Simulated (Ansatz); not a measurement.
# ZrAs2S2: the cost of one run

Method: DFT PBE+D3(BJ), scalar-relativistic, plane waves, PAW, in Ansatz 0.2.0.

1 further run of the same task is left out (it didn't finish). Runs told in other sessions of the task aren't counted.

## (1) The system as given

Symmetry: P3m1, No. 156, trigonal system. The conventional cell has a = 3.761 Å, b = 3.761 Å, c = 10.274 Å, α = 90.00°, β = 90.00°, γ = 120.00°. Zr (site symmetry 3m) has 6 S at 2.58 Å in its first shell of neighbours. Around As (site symmetry 3m) lie 3 As at 2.52 Å. Around S (site symmetry 3m) lie 3 Zr at 2.58 Å.

Coordinates:

```cif
data_structure
_symmetry_space_group_name_H-M 'P3m1'
_symmetry_Int_Tables_number 156
_cell_length_a 3.7615
_cell_length_b 3.7615
_cell_length_c 10.2737
_cell_angle_alpha 90.000
_cell_angle_beta 90.000
_cell_angle_gamma 120.000
_cell_volume 125.88
loop_
_atom_site_label
_atom_site_type_symbol
_atom_site_symmetry_multiplicity
_atom_site_Wyckoff_symbol
_atom_site_fract_x
_atom_site_fract_y
_atom_site_fract_z
_atom_site_occupancy
Zr1 Zr 1 a 0.00000 0.00000 0.13581 1
As1 As 1 a 0.00000 0.00000 0.69777 1
As2 As 1 b 0.33333 0.66667 0.57385 1
S1 S 1 c 0.66667 0.33333 0.27162 1
S2 S 1 b 0.33333 0.66667 0.00000 1
```

A structure generator made this guess: two kinds of sheet stacked in turn (P3m1, No. 156). Its size is a rough estimate.

## (2) Probe: one point on a coarse mesh

File input.yaml:

```yaml
crystal:
  lattice:
    - [3.76146476, 0.0, 0.0]
    - [-1.88073238, 3.25752404, 0.0]
    - [0.0, 0.0, 10.27372575]
  atoms:
    - { symbol: Zr, position: [0.0, 0.0, 0.13581163] }
    - { symbol: As, position: [0.0, 0.0, 0.69777274] }
    - { symbol: As, position: [0.33333333, 0.66666667, 0.57385053] }
    - { symbol: S, position: [0.66666667, 0.33333333, 0.27162327] }
    - { symbol: S, position: [0.33333333, 0.66666667, 0.0] }
basis:
  ecutwfc: 420
kpoints:
  mp_grid: { grid: [6, 6, 2] }
hamiltonian:
  xc: pbe
  dispersion: d3bj
scf:
  occupations: { method: gaussian, width: 0.1 }
  lower_state_search: "off"
output:
  forces: true
  stress: true
  eigenvalues: true
```

Run with:

```bash
> ansatz run input.yaml --threads 1 --pin off --max-ram 2560MiB --backend cpu --events-out ev --progress --plain --runs-dir out
```

Q: Estimate wall time and peak memory on 1 thread of Arm Neoverse N1, shared host.

About 8.9 s, with a peak of 0.36 GiB.
